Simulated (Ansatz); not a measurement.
# W: the cost of one run

Method: DFT PBEsol, scalar-relativistic, plane waves, PAW, in Ansatz 0.2.0.

2 further runs of the same task are left out: 2 set aside as unsound or not needed.

## 1. The starting structure

It takes space group Im-3m (No. 229, cubic). Conventional cell: a = 3.154 Å, b = 3.154 Å, c = 3.154 Å, α = 90.00°, β = 90.00°, γ = 90.00°. W (site symmetry m-3m) has 8 W at 2.73 Å in its first shell of neighbours.

Coordinates:

```cif
data_structure
_symmetry_space_group_name_H-M 'P 1'
_symmetry_Int_Tables_number 1
_cell_length_a 2.7317
_cell_length_b 2.7317
_cell_length_c 2.7317
_cell_angle_alpha 109.471
_cell_angle_beta 109.471
_cell_angle_gamma 109.471
_cell_volume 15.69
loop_
_atom_site_label
_atom_site_type_symbol
_atom_site_fract_x
_atom_site_fract_y
_atom_site_fract_z
_atom_site_occupancy
W1 W 0.00000 0.00000 0.00000 1
```

It is the result of an earlier relaxation at this level (volume 15.69 Å³/atom; gap on the mesh: none (metal)).

## 2. Building the [110] wire, 7 host atoms a period

The wire is cut from the relaxed crystal, periodic along c with vacuum across. Atoms and period relax; energies count from the bulk, -10256.5609 eV an atom.

The cell holds 7 W: a = 11.200 Å, b = 14.000 Å, c = 4.461 Å, α = 90.00°, β = 90.00°, γ = 90.00°.

## 3. Relaxing it

Pressure and volume refer to the whole cell with its vacuum; only the period along c may change.

input.yaml

```yaml
crystal:
  lattice:
    - [11.2, 0.0, 0.0]
    - [0.0, 14.0, 0.0]
    - [0.0, 0.0, 4.4609210303]
  atoms:
    - { symbol: W, position: [0.5995741301, 0.5563276341, 0.0] }
    - { symbol: W, position: [0.5995741301, 0.3310170976, 0.0] }
    - { symbol: W, position: [0.4004258699, 0.5563276341, 0.5] }
    - { symbol: W, position: [0.4004258699, 0.3310170976, 0.5] }
    - { symbol: W, position: [0.4004258699, 0.6689829024, 0.0] }
    - { symbol: W, position: [0.4004258699, 0.4436723659, 0.0] }
    - { symbol: W, position: [0.5995741301, 0.4436723659, 0.5] }
basis:
  ecutwfc: 420
kpoints:
  mp_grid: { grid: [1, 1, 12] }
hamiltonian:
  xc: pbesol
scf:
  occupations: { method: gaussian, width: 0.05 }
output:
  forces: true
  stress: true
  eigenvalues: true
  populations: true
  write_density: true
  write_potential: true
  elf: true
  volumetric_format: npy
relax:
  adjacent_minimum: "off"
  f_tol: 0.02
  max_steps: 45
  cell: { fix: [a, b, alpha, beta, gamma], stress_tol: 0.03 }
```

Command:

```
$ ansatz run input.yaml --threads 4 --pin off --max-ram 11264MiB --backend cpu --events-out ev --progress --plain --runs-dir out
```

What time and memory should one allow on 4 threads of Arm Neoverse V1, shared host?

About 2.3 min, with a peak of 1.2 GiB.
